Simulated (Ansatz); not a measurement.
# C₃H₃NSi: basis-set convergence

One table from this session's results is given with a row withheld; the runs are named, their logs left out.

Method: one geometry, several basis sets; program: Ansatz 0.2.0, Gaussian basis.

The runs, in order: PBE0-D4/def2-SVP; ωB97M-V/def2-SVP; PBE0-D4/def2-QZVPP; ωB97M-V/def2-QZVPP; the functionals' def2-TZVPP values are taken from earlier runs.

**The geometry**

The geometry comes from an earlier relaxation with PBE0-D4 in a triple-zeta def2 set; it is a stationary point, not always the lowest conformer.

SMILES `C#C[SiH2]C#N`, 8 atoms, charge 0, spin multiplicity 1.

Atoms are counted from 1 here; the program's logs count them from 0.

Bond lengths: C1–C2 1.205 Å, C1–H6 1.067 Å, C2–Si3 1.811 Å, Si3–C4 1.849 Å, Si3–H7 1.478 Å, Si3–H8 1.478 Å, C4–N5 1.151 Å. Angles: C2–C1–H6 179.8°, C1–C2–Si3 179.4°, C2–Si3–C4 108.3°, C2–Si3–H7 111.1°, C2–Si3–H8 111.1°, C4–Si3–H7 107.3°, C4–Si3–H8 107.3°, H7–Si3–H8 111.5°, Si3–C4–N5 179.1°.

Set-up of the first run:

The input, in.yaml:

```yaml
crystal:
  periodic: [false, false, false]
  atoms:
    - {symbol: C, position_ang: [0.603334, 0.178255, 2.174257]}
    - {symbol: C, position_ang: [0.441189, -0.068810, 1.006200]}
    - {symbol: Si, position_ang: [0.211834, -0.454153, -0.748155]}
    - {symbol: C, position_ang: [-1.143976, 0.617035, -1.406263]}
    - {symbol: N, position_ang: [-1.986968, 1.276134, -1.831467]}
    - {symbol: H, position_ang: [0.744657, 0.399189, 3.208058]}
    - {symbol: H, position_ang: [1.430828, -0.146391, -1.524339]}
    - {symbol: H, position_ang: [-0.208696, -1.858357, -0.933992]}
basis:
  gaussian: {orbitals: def2-SVP}
hamiltonian: {xc: pbe0, dispersion: d4}
output: {orbitals: {seedname: orbitals}}
```

The run is started by

```sh
$ ansatz run in.yaml --threads 2 --pin off --events-out ev --progress --plain --max-ram 4352MiB
```

Among the steps run: PBE0-D4 in def2-SVP; ωB97M-V in def2-SVP; PBE0-D4 in def2-QZVPP; ωB97M-V in def2-QZVPP.

One table of the session follows, with a row left open; its other results are not shown here.

It belongs to the step «Functionals by basis». 

| functional | basis | HOMO (eV) |
| --- | --- | --- |
| PBE0-D4 | def2-SVP | -8.84 |
| PBE0-D4 | def2-TZVPP | -8.92 |
| PBE0-D4 | def2-QZVPP | -8.93 |
| ωB97M-V | def2-SVP | -11.05 |
| ωB97M-V | def2-TZVPP | ? |
| ωB97M-V | def2-QZVPP | -11.17 |

Q: Estimate the row for ωB97M-V, def2-TZVPP from the others.

As computed: HOMO (eV): -11.16. In the column «HOMO (eV)» it lies between ωB97M-V, def2-QZVPP (-11.17) and ωB97M-V, def2-SVP (-11.05).
